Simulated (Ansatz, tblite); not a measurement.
**[MoO3F]-: one state, many levels**

How do method and basis change the picture of [MoO3F]- (singlet)?

Program: Ansatz 0.2.0, Gaussian basis. Level of theory: as each input shows. These are calculated values, not measurements.

Levels to be run: GFN1-xTB, GFN2-xTB, PBE-D4/def2-TZVPD, r2SCAN-D4/def2-TZVPD, BHLYP-D4/def2-TZVPD, B97M-V/def2-TZVPD, HF/def2-TZVPD, B3LYP-D4/def2-TZVPD, PBE-QIDH/def2-TZVPD, ωB97M-V/def2-TZVPD, revPBE-D4/def2-TZVPD, PBE-D4/def2-SVPD, PBE0-D4/def2-SVPD, CCSD(T)/def2-TZVPD, RPA/def2-TZVPD.

## Step 1: The structure

The singlet was relaxed beforehand with r2SCAN-D4/def2-SVPD.

5 atoms, charge -1, spin multiplicity 1.

Bond lengths: Mo1–O2 1.731 Å, Mo1–O3 1.731 Å, Mo1–O4 1.731 Å, Mo1–F5 1.913 Å. Angles: O2–Mo1–O3 109.7°, O2–Mo1–O4 109.7°, O2–Mo1–F5 109.2°, O3–Mo1–O4 109.7°, O3–Mo1–F5 109.2°, O4–Mo1–F5 109.2°.

Formally the metal is d0. Mo takes a core potential in the def2 sets. No spin-orbit coupling is included. The ion is computed in the gas phase, without counter-ions or solvent.

PBE0-D4/def2-TZVPD was run before; its log isn't repeated, and its numbers join the tables.

## Step 2: GFN1-xTB

Tight binding, by tblite at 300 K electronic temperature and without a spin-polarisation term:

```python
tblite.interface.Calculator('GFN1-xTB', numbers, positions, charge=-1, uhf=0).singlepoint()
```

Energy -591.9330 eV, HOMO -7.26 eV, LUMO -1.94 eV; 0.003 s.

## Step 3: GFN2-xTB

Tight binding, by tblite at 300 K electronic temperature and without a spin-polarisation term:

```python
tblite.interface.Calculator('GFN2-xTB', numbers, positions, charge=-1, uhf=0).singlepoint()
```

Energy -526.9131 eV, HOMO -6.58 eV, LUMO -2.23 eV; 0.002 s.

## Step 4: PBE-D4/def2-TZVPD

start.molden holds the orbitals of an earlier run on this state, given as this run's starting guess.

The input, in.yaml:

```yaml
crystal:
  periodic: [false, false, false]
  atoms:
    - {symbol: Mo, position_ang: [0.019266, 0.033251, 0.013866]}
    - {symbol: O, position_ang: [0.026261, 0.008273, 1.744258]}
    - {symbol: O, position_ang: [1.645867, 0.036517, -0.576976]}
    - {symbol: O, position_ang: [-0.808598, 1.445817, -0.546690]}
    - {symbol: F, position_ang: [-0.882797, -1.523858, -0.634449]}
basis:
  gaussian: {orbitals: def2-TZVPD, initial_orbitals: start.molden}
total_charge: -1
hamiltonian: {xc: pbe, dispersion: d4}
scf: {omitted_lower_state_checks: [starts]}
output: {orbitals: {seedname: orbitals}}
```

Command:

```console
ansatz run in.yaml --threads 4 --pin off --events-out ev --progress --plain --max-ram 3916MiB
```

The runs that follow: r2SCAN-D4/def2-TZVPD; BHLYP-D4/def2-TZVPD; B97M-V/def2-TZVPD; HF/def2-TZVPD; B3LYP-D4/def2-TZVPD; PBE-QIDH/def2-TZVPD; ωB97M-V/def2-TZVPD; revPBE-D4/def2-TZVPD; PBE-D4/def2-SVPD; PBE0-D4/def2-SVPD; CCSD(T)/def2-TZVPD; RPA/def2-TZVPD.

Before running them: what should the planned runs give, taken together? Wanted: gap in def2-TZVPD, named functionals and Hartree-Fock, smallest and largest; correlation energy, CCSD(T)/def2-TZVPD; PBE0 total energy, smallest basis above largest.

As calculated:

| quantity | value |
| --- | --- |
| gap in def2-TZVPD, named functionals and Hartree-Fock, smallest and largest | 4.57 eV (PBE-D4), 12.41 eV (HF) |
| correlation energy, CCSD(T)/def2-TZVPD | -41.57 eV |
| PBE0 total energy, smallest basis above largest | 10.76 eV (def2-SVPD, def2-TZVPD) |

In words: Over the named functionals and Hartree-Fock in def2-TZVPD the gap runs from 4.57 eV (PBE-D4) to 12.41 eV (HF); exact exchange widens it.
